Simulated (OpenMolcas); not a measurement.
# Tc³⁺ among point charges: CASSCF and CASPT2 levels and susceptibility

How does a field of 6 point charges split the states of Tc³⁺, and what χT follows?

The numbers are computed with OpenMolcas 26.06 (state-averaged CASSCF and CASPT2, spin-orbit coupling by RASSI with atomic mean-field integrals), except any that are marked as measured or tabulated.

## Step 1: The atom as given

* Species: Tc³⁺ (technetium, Z = 43, 40 electrons)
* Basis: ANO-RCC-VDZP [6s5p3d1f], 43 functions
* Scalar Hamiltonian: DKH2, point nucleus
* Inactive shells: 1s 2s 2p 3s 3p 3d 4s 4p
* Active space: 4 electrons in 5 orbitals (4d)
* Some configurations of this space: 4d4
* Orbitals: optimised for each spin and parity, averaged over all roots

Outer shells as boxes (Hund's rule):

4d4
```
4d [↑ ][↑ ][↑ ][↑ ][  ]
```

The ion sits among 6 point charges of -1.7 e arranged as an octahedron (Oh), 1.78 Å from the ion.

The work runs as a chain of OpenMolcas steps in one folder; each step below is one input file. Labels, J, g values, rates, χT and fits are worked out afterwards by a script from the matrices that RASSI stores. The input lists half of the charges; inversion (Group=XYZ) makes the rest.

## Step 2: GATEWAY and SEWARD: basis and integrals

Contents of a.inp:

```
&GATEWAY
Coord
1

Tc 0.0 0.0 0.0
Basis=ANO-RCC-VDZP
Group=XYZ
NoMove
AngMom=0.0 0.0 0.0
AMFI
XField
3 Angstrom 0
1.780000 0.000000 0.000000 -1.700000
0.000000 1.780000 0.000000 -1.700000
0.000000 0.000000 1.780000 -1.700000
&SEWARD
```

## Step 3: CASSCF: quintets of even parity, 5 roots

Contents of a.inp:

```
&RASSCF
FileOrb=start.orb
Symmetry=1
Spin=5
nActEl=4 0 0
Inactive=9 9
Ras2=5 0
CIRoot=5 5 1
SDav=5
CIMx=300
Iter=120 100
PrWF=0.3
OrbListing=Nothing
MaxOrb=0
>>> COPY $Project.JobIph JOB001
```

start.orb holds the contracted functions of the basis, ordered by shell, or the orbitals of the step before.

## Step 4: CASSCF: triplets of even parity, 45 roots

Contents of a.inp:

```
&RASSCF
FileOrb=start.orb
Symmetry=1
Spin=3
nActEl=4 0 0
Inactive=9 9
Ras2=5 0
CIRoot=45 45 1
SDav=45
CIMx=300
Iter=120 100
PrWF=0.3
OrbListing=Nothing
MaxOrb=0
>>> COPY $Project.JobIph JOB002
```

## Step 5: Reference wave functions, singlets of even parity, 50 roots

Contents of a.inp:

```
&RASSCF
FileOrb=start.orb
Symmetry=1
Spin=1
nActEl=4 0 0
Inactive=9 9
Ras2=5 0
CIRoot=50 50 1
SDav=50
CIMx=300
Iter=120 100
PrWF=0.3
OrbListing=Nothing
MaxOrb=0
>>> COPY $Project.JobIph JOB003
```

## Step 6: RASSI: spin-orbit coupling between the states

Contents of a.inp:

```
&RASSI
NrOfJobIphs=3 5 45 50
1 2 3 4 5
1 2 3 4 5 6 7 8 9 10 11 12 13 14 15 16 17 18 19 20 21 22 23 24 25 26 27
28 29 30 31 32 33 34 35 36 37 38 39 40 41 42 43 44 45
1 2 3 4 5 6 7 8 9 10 11 12 13 14 15 16 17 18 19 20 21 22 23 24 25 26 27
28 29 30 31 32 33 34 35 36 37 38 39 40 41 42 43 44 45 46 47 48 49 50
IphNames
JOB001
JOB002
JOB003
EJob
SpinOrbit
DIPRint=1.0
SOCoupling=1000.0
Subsets=2
Property=9
'ANGMOM' 1 'ANGMOM' 2 'ANGMOM' 3 'MLTPL  1' 1 'MLTPL  1' 2 'MLTPL  1' 3
'AMFI' 1 'AMFI' 2 'AMFI' 3
SOProperty=3
'ANGMOM' 1 'ANGMOM' 2 'ANGMOM' 3
```

## Step 7: CASPT2: IPEA 0.25, imaginary shift 0.1 (closed shells correlated: 4s 4p)

Contents of a.inp:

```
>>> COPY JOB001 $Project.JobIph
&CASPT2
Multistate=5 1 2 3 4 5
NoMult
Frozen=8 6
IPEA=0.25
Imaginary=0.1
MaxIter=60
WThr=0.0 0.3 0.05
PrWF=0.5
NoMix
>>> COPY JOB002 $Project.JobIph
&CASPT2
Multistate=45 1 2 3 4 5 6 7 8 9 10 11 12 13 14 15 16 17 18 19 20 21 22
23 24 25 26 27 28 29 30 31 32 33 34 35 36 37 38 39 40 41 42 43 44 45
NoMult
Frozen=8 6
IPEA=0.25
Imaginary=0.1
MaxIter=60
WThr=0.0 0.3 0.05
PrWF=0.5
NoMix
>>> COPY JOB003 $Project.JobIph
&CASPT2
Multistate=50 1 2 3 4 5 6 7 8 9 10 11 12 13 14 15 16 17 18 19 20 21 22
23 24 25 26 27 28 29 30 31 32 33 34 35 36 37 38 39 40 41 42 43 44 45 46
47 48 49 50
NoMult
Frozen=8 6
IPEA=0.25
Imaginary=0.1
MaxIter=60
WThr=0.0 0.3 0.05
PrWF=0.5
NoMix
```

(Steps that only read results are left out.)

**Question.** What will these runs give? Wanted: spin-free ground state; first state of the same spin within the active space; lowest level; next level.

**Answer**, as computed:

```
                                            quantity                                                                        value
                                              method  SS-CASPT2, IPEA 0.25, imaginary shift 0.1 (closed shells correlated: 4s 4p)
                              spin-free ground state                                               5E, 2-fold in its orbital part
first state of the same spin within the active space                                                            5T2 at 17500 cm⁻¹
                                        lowest level                                                                    1-fold A1
                                          next level                                                                   489.4 cm⁻¹
                                         χT at 300 K                                                               1.64 cm³ K/mol
                           effective moment at 300 K                                                                      3.62 μB
```

Cost by method:

```
                                              method  time of its own steps  time with the reference
                                           A. CASSCF                   15 s                     15 s
B. SS-CASPT2, IPEA 0.25, imaginary shift 0.1, +4s 4p                  3.7 s                     19 s
```

Times are of one thread on a shared host.

In words: The spin-free ground state (5E) comes to 100 % from free-ion D terms and keeps the highest spin of the shell. χT at 300 K is 1.64, against 3.01 cm³ K/mol for the spin alone, so spin-orbit coupling lowers it. An active space of the d shell alone favours high spin; real ions in strong fields can be low spin. A ligand-field fit to the states below 45000 cm-1 gives 10Dq = 18183 cm-1, B = 648 cm-1 and C = 3055 cm-1 (C/B = 4.71), with a deviation of 667 cm-1. CASPT2 does not keep the components of a term degenerate, and the means are used. An orbital doublet at a regular site is open to a Jahn-Teller distortion, which this geometry leaves out. The field of point charges can differ much from that of real complexes. With metal d orbitals alone active, the gaps between spin states are rough; where two lie within a few thousand cm-1, their order is open. This is an electrostatic model: the charges have no orbitals.
